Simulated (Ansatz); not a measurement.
Runs of Ansatz 0.2.0 on SiF. Symmetry: R-3m, No. 166, trigonal system. Conventional cell: a = 2.677 Å, b = 2.677 Å, c = 11.695 Å, α = 90.00°, β = 90.00°, γ = 120.00°. Si (site symmetry -3m) has 6 F at 2.49 Å and 6 Si at 2.68 Å as nearest neighbours. F (site symmetry -3m) is surrounded by 6 Si at 2.49 Å and 6 F at 2.68 Å. The cell was built by a generator and needn't be a form met in nature.

```csv
level,gap on the mesh (eV),pressure (GPa),relaxed volume (Å³/atom)
r2SCAN,none,0.0,(a)
r2SCAN+D3(BJ),none,0.0,11.50
r2SCAN+D3(BJ)-ATM,none,0.0,11.54
r2SCAN+D4,none,0.0,11.54
r2SCAN+rVV10,none,0.0,11.56
```

Alike in all rows: task relaxation of cell and atoms; potentials or basis Ansatz PAW; no spin polarisation; cell relaxed; k mesh 12 × 12 × 12; cutoff (eV) 500; smearing fermi-dirac 0.05 eV.

Task: Fill in the values left out.

Result: (a) 11.67.

Caveats: the plane-wave basis is chosen anew once the cell has moved, so the energies of steps on either side of that aren't comparable; an odd number of electrons without spin polarisation forces a metal; a magnetic or distorted state may lie lower; the PAW data sets come from PBE, with cores solved anew for the run's functional, which leaves a small shift of forces and pressure; pairwise dispersion overbinds metals, which lowers pressure and volume (some runs); the dispersion damping was fitted for another functional or another form of the correction (some runs).

A gap of «none» marks a metal or a gap under the smearing width.
